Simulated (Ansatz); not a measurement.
# HNb: the cost of one run

Program: Ansatz 0.2.0, Gaussian basis. Level of theory: the settings change from run to run. These are calculated values, not measurements.

21 further runs of the same task are left out: 6 for a known fault of the program, 12 that didn't finish, 3 set aside as unsound or not needed. Runs told in other sessions of the task aren't counted.

### Step 1. The geometry

The geometry derives from a PBE0/def2-TZVP stationary point (not a proven minimum). One bond is set to the value named and the two fragments are kept rigid. No spin-orbit coupling is included. Elements past krypton take def2 core potentials.

2 atoms, charge 0, spin multiplicity 5.

Atoms are counted from 1 here; the program's logs count them from 0.

Bond lengths: Nb1–H2 1.610 Å.

Geometry (Å):

```csv
atom,x (Å),y (Å),z (Å)
Nb1,0.0000,0.0000,0.0000
H2,0.0000,0.0000,1.6100
```

### Step 2. CCSDT/def2-TZVP

Contents of in.yaml:

```yaml
crystal:
  periodic: [false, false, false]
  atoms:
    - {symbol: Nb, position_ang: [0.000000, 0.000000, 0.000000]}
    - {symbol: H, position_ang: [0.000000, 0.000000, 1.610000]}
basis:
  gaussian: {orbitals: def2-TZVP}
magnetization: {spin_polarized: true, initial_magnetization: 4}
hamiltonian: {xc: {name: PBE}}
correlation: {method: ccsdt, electrons: outside_noble_gas}
scf: {omitted_lower_state_checks: [cluster_reference]}
output: {forces: true}
```

On the command line:

```bash
ansatz run in.yaml --threads 1 --pin off --events-out ev --progress --plain --max-ram 2393MiB
```

What time and memory should one allow on 1 thread of Intel Xeon at 2.60GHz, shared host?

About 52 s, with a peak of 0.45 GiB.
